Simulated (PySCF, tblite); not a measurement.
**C3H11NSi2: geometry, infrared bands and NMR shifts**

Wanted: the infrared bands and NMR shifts of C3H11NSi2 (`CNC1[SiH2]C[SiH2]1`), by calculation.

Computed with tblite 0.8.0 and PySCF 2.14.0, with density-fitted response routines of our own, on a single molecule in the gas phase. Atoms are numbered from 0 throughout.

### Step 1. The molecule as given

17 atoms, charge 0, multiplicity 1; geometry from: force field or distance geometry start.

Bonds of the start (Å): C0–N1 1.46, N1–C2 1.44, C2–Si3 1.88, Si3–C4 1.88, C4–Si5 1.86, Si5–C2 1.86, C0–H6 1.10, C0–H7 1.11, C0–H8 1.10, N1–H9 1.04, C2–H10 1.11, Si3–H11 1.49, Si3–H12 1.45, C4–H13 1.10, C4–H14 1.14, Si5–H15 1.48, Si5–H16 1.47.

### Step 2. Relaxing the molecule with GFN2-xTB

What the job is given:

```
{"job": {"kind": "relax", "xc": "GFN2-xTB", "basis": "xTB"}, "charge": 0, "multiplicity": 1}
C      2.495200     0.052600     0.220400
N      1.324300    -0.473200    -0.474400
C      0.159700     0.345500    -0.280800
Si    -1.292400    -0.399100    -1.206100
C     -2.356100     0.050700     0.272400
Si    -0.800200     0.071100     1.288100
H      2.601600    -0.325600     1.249200
H      3.401600    -0.268700    -0.335500
H      2.520000     1.155400     0.242800
H      1.540700    -0.477900    -1.495600
H      0.275100     1.411600    -0.579400
H     -1.039300    -1.863900    -1.308600
H     -1.645100     0.247200    -2.451000
H     -3.099800    -0.717600     0.543800
H     -2.817200     1.082900     0.168000
H     -0.787400     1.288300     2.126800
H     -0.487700    -1.167400     2.010000
```

The run is started by

```sh
> OMP_NUM_THREADS=1 python probes_run.py task.json out
```

The driver reads the jobs from task.json and runs them one after another.

**Question.** This job is followed by: GFN2-xTB harmonic vibrations, gas phase; GIAO PBE0/pcSseg-1 NMR shielding, non-relativistic, gas phase. What will the session give for the following? strongest single infrared mode (GFN2-xTB); zero-point energy (GFN2-xTB); 13C shifts against TMS (PBE0/pcSseg-1); 1H shifts against TMS (PBE0/pcSseg-1, means over atoms taken as alike); 15N shifts against NH3 (PBE0/pcSseg-1); 29Si shifts against TMS (PBE0/pcSseg-1, means over atoms taken as alike).

The runs gave:

| quantity | value |
| --- | --- |
| strongest single infrared mode (GFN2-xTB) | 2216 cm⁻¹, 523 km/mol |
| zero-point energy (GFN2-xTB) | 80.8 kcal/mol |
| 13C shifts against TMS (PBE0/pcSseg-1) | 48.1, 43.4, -12.1 ppm |
| 1H shifts against TMS (PBE0/pcSseg-1, means over atoms taken as alike) | 4.94, 4.74, 2.89, 2.41, 0.49, 0.43, -0.08 ppm |
| 15N shifts against NH3 (PBE0/pcSseg-1) | 45.1 ppm |
| 29Si shifts against TMS (PBE0/pcSseg-1, means over atoms taken as alike) | -30.6 ppm |

What this shows: Relaxing lowered the energy by 0.505 eV in 101 steps; the close pair that moved most is C2–Si5, from 1.860 to 1.932 Å. No mode is imaginary among the 45: a minimum at this level. The strongest single mode, at 2216 cm⁻¹, moves mainly H15 and H12. Unscaled tight-binding wavenumbers are off by several per cent, some by more. Its intensities can rank the bands wrongly. C2 (sp3 CH bonded to N and 2 Si) lies farthest downfield among carbon, at 48.1 ppm; pulled downfield by the heteroatom. At PBE0/pcSseg-1: Shielding is most anisotropic at N1 (span 88 ppm, paramagnetic term -94 ppm).
